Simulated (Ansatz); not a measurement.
# CHClSe: the cost of one run

The runs use Ansatz 0.2.0, Gaussian basis; the settings change from run to run.

**1. The geometry**

The structure was relaxed beforehand with PBE0-D4 in a triple-zeta def2 set.

SMILES `ClC=[Se]`, 4 atoms, charge 0, spin multiplicity 1.

Atoms are counted from 1 here; the program's logs count them from 0.

Bond lengths: Cl1–C2 1.708 Å, C2–Se3 1.740 Å, C2–H4 1.086 Å. Angles: Cl1–C2–Se3 126.4°, Cl1–C2–H4 110.8°, Se3–C2–H4 122.8°.

**2. SPW92/def2-TZVPP**

Set apart from the defaults: high accuracy.

Input file in.yaml:

```yaml
crystal:
  periodic: [false, false, false]
  atoms:
    - {symbol: Cl, position_ang: [1.387500, -0.102725, -0.893451]}
    - {symbol: C, position_ang: [0.004559, -0.057575, 0.107248]}
    - {symbol: Se, position_ang: [-1.546327, 0.615491, -0.304822]}
    - {symbol: H, position_ang: [0.209769, -0.515392, 1.070724]}
basis:
  gaussian: {orbitals: def2-TZVPP}
hamiltonian: {xc: {name: SPW92}}
accuracy: high
output: {forces: true}
```

The run is started by

```
$ ansatz run in.yaml --threads 2 --pin off --events-out ev --progress --plain --max-ram 4352MiB
```

What time and memory should one allow on 2 threads of Arm Neoverse V1, shared host?

About 5 s, with a peak of 0.33 GiB.
